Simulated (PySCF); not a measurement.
# AsH3 (arsine): levels of theory compared

Wanted: a comparison of 5 runs (HF/STO-3G, B3LYP/6-31G*, PBE0/def2-SVP, MP2/def2-SVP) of AsH3 (arsine). The job is set up through a Python script.

Program for the calculation: PySCF 2.14.0.

### 1 The structure to begin with

The species is AsH3 (4 atoms), meant as a singlet with charge 0. SMILES: `[AsH3]`. The shape is that of a PBE0-D4/def2-TZVP optimisation.

Bond lengths: As1–H2 1.522 Å, As1–H3 1.522 Å, As1–H4 1.522 Å. Angles: H2–As1–H3 92.0°, H2–As1–H4 92.0°, H3–As1–H4 92.0°.

### 2 Energy and forces at HF/STO-3G (run 1)

Input file geometry.xyz:

```xyz
4

As    -0.215800     0.487600    -0.346000
H      0.349900     0.630300     1.059400
H     -1.068000    -0.705500     0.061100
H      0.933900    -0.412500    -0.774500
```

Input file calc.py:

```python
# [AsH3]
from pyscf import gto

molecule = gto.M(
    atom='geometry.xyz',
    basis='sto-3g',
    max_memory=1860,
    charge=0,
    verbose=4,
)

mf = molecule.RHF()
mf.conv_tol = 1e-10
mf.kernel()
if not mf.converged:
    mf = mf.newton().run(mf.mo_coeff, mf.mo_occ)

etot = mf.e_tot
print('E = %.10f Eh' % etot)
grad = mf.nuc_grad_method().kernel()
mf.analyze()
```

Launch:

```console
$ OMP_NUM_THREADS=1 python calc.py
```

Log:

```text
PySCF version 2.14.0

[... 67 lines left out ...]
One-electron Energy =                -3170.778591309751391
[... 5 lines left out ...]
MO #1   energy= -427.58420440839   occ= 2
[... 3 lines left out ...]
MO #5   energy= -49.3544278624363  occ= 2
[... 3 lines left out ...]
MO #9   energy= -5.25172909321106  occ= 2
[... 3 lines left out ...]
MO #13  energy= -1.13057671209754  occ= 2
[... 3 lines left out ...]
MO #17  energy= -0.436910413545125 occ= 2
[... 3 lines left out ...]
MO #21  energy= 0.591357767617692  occ= 0
[... 28 lines left out ...]
Dipole moment(X, Y, Z, Debye):  0.28601, -0.64632,  0.45857
```

It took 0.77 s on 1 thread of Arm Neoverse V2, shared host; peak memory 0.12 GiB.

### 3 Energy and gradient at B3LYP/6-31G(d) (spherical functions) (run 2)

geometry.xyz: that of step 2 with these lines changed.

```diff
@@ -1,3 +1,3 @@
 4
-
+AsH3
 As    -0.215800     0.487600    -0.346000
```

Input file job.py:

```python
# [AsH3]
import pyscf.grad
from pyscf import gto, dft

system = gto.Mole()
system.atom = 'geometry.xyz'
system.max_memory = 1860
system.basis = '6-31g*'
system.verbose = 4
system.build()

mf = dft.RKS(system, xc='b3lyp')
mf.grids.level = 5
mf.conv_tol = 1e-10
mf.kernel()
if not mf.converged:
    mf = mf.newton().run(mf.mo_coeff, mf.mo_occ)

e_final = mf.e_tot
print('E(%s) = %.9f' % ('B3LYP', e_final))
grad = mf.Gradients().kernel()
dip = mf.dip_moment()
pop, q = mf.mulliken_pop()
```

Launch:

```console
$ OMP_NUM_THREADS=1 python job.py
```

Log:

```text
PySCF version 2.14.0

[... 68 lines left out ...]
converged SCF energy = -2237.41287167635
[... 12 lines left out ...]
Dipole moment(X, Y, Z, Debye):  0.19435, -0.43930,  0.31171
[... 43 lines left out ...]
charge of    3H =      0.05309
```

Wall time 4.5 s (1 thread of Arm Neoverse V2, shared host); peak memory 0.42 GiB.

Runs 3 to 4 aren't shown in full; the table further down has their settings and results.

### 4 Energy and forces at MP2/def2-SVP (run 5)

Input file start.xyz:

```xyz
4
AsH3
As    -0.215800     0.487600    -0.346000
H      0.349900     0.630300     1.059400
H     -1.068000    -0.705500     0.061100
H      0.933900    -0.412500    -0.774500
```

Input file calc.py:

```python
from pyscf import gto, scf, mp

mol = gto.M(
    atom='start.xyz',
    verbose=4,
    max_memory=1860,
    charge=0,
    basis='def2-svp',
)

myscf = scf.RHF(mol)
myscf.conv_tol = 1e-10
myscf.kernel()
if not myscf.converged:
    myscf = myscf.newton().run(myscf.mo_coeff, myscf.mo_occ)

pt = mp.MP2(myscf, frozen=9).run()
e_final = pt.e_tot
print('E(%s) = %.9f' % ('MP2', e_final))
grad = pt.nuc_grad_method().kernel()
myscf.analyze()
```

Launch:

```console
$ OMP_NUM_THREADS=1 python calc.py
```

Log:

```text
PySCF version 2.14.0

[... 77 lines left out ...]
Two-electron Energy =                  915.551534132832558
[... 8 lines left out ...]
MO #5   energy= -50.1419475238157  occ= 2
[... 6 lines left out ...]
MO #12  energy= -2.1056825486795   occ= 2
[... 6 lines left out ...]
MO #19  energy= 0.152531987292797  occ= 0
[... 6 lines left out ...]
MO #26  energy= 0.589370500957751  occ= 0
[... 6 lines left out ...]
MO #33  energy= 1.10810479792128   occ= 0
[... 6 lines left out ...]
MO #40  energy= 2.29350010276736   occ= 0
[... 6 lines left out ...]
MO #47  energy= 3.34859896308026   occ= 0
[... 54 lines left out ...]
Dipole moment(X, Y, Z, Debye):  0.14294, -0.32313,  0.22927
```

Run time: 1.8 s. Hardware: 1 thread of Arm Neoverse V2, shared host; peak memory 0.22 GiB.

### 5 All runs side by side

| run | level | integration grid | Cartesian functions | energy (Eh) | dipole moment (D) of the reference | HOMO energy (eV) | LUMO energy (eV) | wall time |
| --- | --- | --- | --- | --- | --- | --- | --- | --- |
| 1 | HF/STO-3G | – | no | -2211.007989 | 0.84 | -7.91 | 11.10 | 0.77 s |
| 2 | B3LYP/6-31G* (spherical functions) | 5 | no | -2237.412872 | 0.57 | -7.54 | 0.68 | 4.5 s |
| 3 | B3LYP/6-31G* (Cartesian functions) | 5 | yes | -2237.418973 | 0.57 | -7.54 | 0.67 | 4.8 s |
| 4 | PBE0/def2-SVP | 5 | no | -2237.107385 | 0.51 | -7.76 | 0.85 | 4.5 s |
| 5 | MP2/def2-SVP | – | no | -2235.901295 | 0.42 | -10.36 | 4.15 | 1.8 s |

### 6 What came out

```
                                          quantity           value
                               run 5: total energy  -2235.90130 Eh
       run 5: dipole moment (Hartree–Fock density)          0.42 D
        run 5: HOMO energy (Hartree–Fock orbitals)       -10.36 eV
        run 5: LUMO energy (Hartree–Fock orbitals)         4.15 eV
      run 5: HOMO–LUMO gap (Hartree–Fock orbitals)        14.51 eV
run 5: correlation energy (9 core orbitals frozen)      -250.4 mEh
                   run 5: largest force on an atom      0.542 eV/Å
```

**Reading.** Over runs 1, 2, 3, 4 the dipole moment (its size) runs from 0.51 D (PBE0/def2-SVP) to 0.84 D (HF/STO-3G). The two ends differ in method and basis. Over runs 1, 2, 3, 4 the HOMO–LUMO gap runs from 8.22 eV (B3LYP/6-31G*) to 19.01 eV (HF/STO-3G). Totals of different functionals can't be ranked against each other. In run 1 the basis is minimal, so the values are rough. All runs together took 16 s, the longest 4.8 s.
